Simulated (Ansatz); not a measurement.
# C3H4OSi: a ladder of functionals and wavefunction methods

One table from this session's results is given with a row withheld; the runs are named, their logs left out.

Program: Ansatz 0.2.0, Gaussian basis. Level of theory: functionals in def2-TZVPP, the program's frozen cores in correlated methods. These are calculated values, not measurements.

Plan: LDA (SPW92), PBE-D4, revPBE-D4, BLYP-D4, r2SCAN-D4, B97M-V, PBE0-D4, B3LYP-D4, r2SCANh-D4, r2SCAN0-D4, HSE06-D4, BHLYP-D4, CAM-B3LYP-D4, LC-ωPBE, ωB97X-V, ωB97M-V, B2PLYP, PBE-QIDH; CCSD(T)/def2-SVP; CCSD(T)/def2-TZVPP; MP2/def2-QZVPP; extrapolation to the limit; RPA on PBE.

## The geometry

An earlier PBE0-D4 in a triple-zeta def2 set relaxation fixed the geometry.

SMILES `C=C1[SiH2]C1=O`, 9 atoms, charge 0, spin multiplicity 1.

Atoms are counted from 1 here; the program's logs count them from 0.

Bond lengths: C1–C2 1.330 Å, C1–H6 1.088 Å, C1–H7 1.086 Å, C2–Si3 1.859 Å, C2–C4 1.472 Å, Si3–C4 1.902 Å, Si3–H8 1.485 Å, Si3–H9 1.485 Å, C4–O5 1.196 Å. Angles: C2–C1–H6 120.9°, C2–C1–H7 122.0°, H6–C1–H7 117.0°, C1–C2–Si3 156.6°, C1–C2–C4 134.8°, Si3–C2–C4 68.5°, C2–Si3–C4 46.0°, C2–Si3–H8 118.5°, C2–Si3–H9 118.7°, C4–Si3–H8 122.1°, C4–Si3–H9 122.6°, H8–Si3–H9 112.5°, C2–C4–Si3 65.4°, C2–C4–O5 139.0°, Si3–C4–O5 155.6°.

The first run:

Input file in.yaml:

```yaml
crystal:
  periodic: [false, false, false]
  atoms:
    - {symbol: C, position_ang: [-1.170892, 1.061365, -0.531643]}
    - {symbol: C, position_ang: [-0.227398, 0.212448, -0.133956]}
    - {symbol: Si, position_ang: [0.635036, -0.961412, 1.021319]}
    - {symbol: C, position_ang: [1.022004, -0.299240, -0.719741]}
    - {symbol: O, position_ang: [1.657080, -0.189640, -1.727103]}
    - {symbol: H, position_ang: [-1.114739, 1.544145, -1.504747]}
    - {symbol: H, position_ang: [-2.026447, 1.305732, 0.091823]}
    - {symbol: H, position_ang: [0.040490, -2.304260, 1.241159]}
    - {symbol: H, position_ang: [1.273363, -0.415339, 2.245791]}
basis:
  gaussian: {orbitals: def2-TZVPP}
hamiltonian: {xc: lda}
output: {orbitals: {seedname: orbitals}}
```

Started as:

```bash
$ ansatz run in.yaml --threads 2 --pin off --events-out ev --progress --plain --max-ram 4352MiB
```

Steps of the session up to this table: LDA; PBE-D4 (GGA); revPBE-D4 (GGA); BLYP-D4 (GGA); r2SCAN-D4 (meta-GGA); B97M-V (meta-GGA); B3LYP-D4 (hybrid); r2SCANh-D4 (hybrid); r2SCAN0-D4 (hybrid); HSE06-D4 (hybrid); BHLYP-D4 (hybrid); CAM-B3LYP-D4 (range-separated); LC-ωPBE (range-separated); ωB97X-V (range-separated); ωB97M-V (range-separated); B2PLYP (double hybrid); PBE-QIDH (double hybrid).

One of the session's tables, all rows but one given; the rest of the session is left out.

It belongs to the step «Frontier levels by functional». 

```
  functional  HOMO (eV)  LUMO (eV)  gap (eV)
 LDA (SPW92)      -5.37      -4.00      1.36
      PBE-D4          ?          ?         ?
   revPBE-D4      -5.15      -3.69      1.46
     BLYP-D4      -5.09      -3.58      1.52
   r2SCAN-D4      -5.40      -3.65      1.75
      B97M-V      -5.53      -3.58      1.95
     PBE0-D4      -6.47      -2.83      3.64
    B3LYP-D4      -6.26      -2.99      3.27
  r2SCANh-D4      -5.88      -3.30      2.58
  r2SCAN0-D4      -6.61      -2.78      3.83
    HSE06-D4      -6.07      -3.21      2.86
    BHLYP-D4      -7.68      -1.68      6.00
CAM-B3LYP-D4      -7.79      -1.63      6.16
     LC-ωPBE      -9.04      -0.56      8.48
     ωB97X-V      -8.73      -0.59      8.14
     ωB97M-V      -8.64      -0.67      7.97
```

Estimate the missing values for PBE-D4.

As computed: HOMO (eV): -5.21; LUMO (eV): -3.77; gap (eV): 1.44. In the column «HOMO (eV)» it lies between LDA (SPW92) (-5.37) and revPBE-D4 (-5.15).
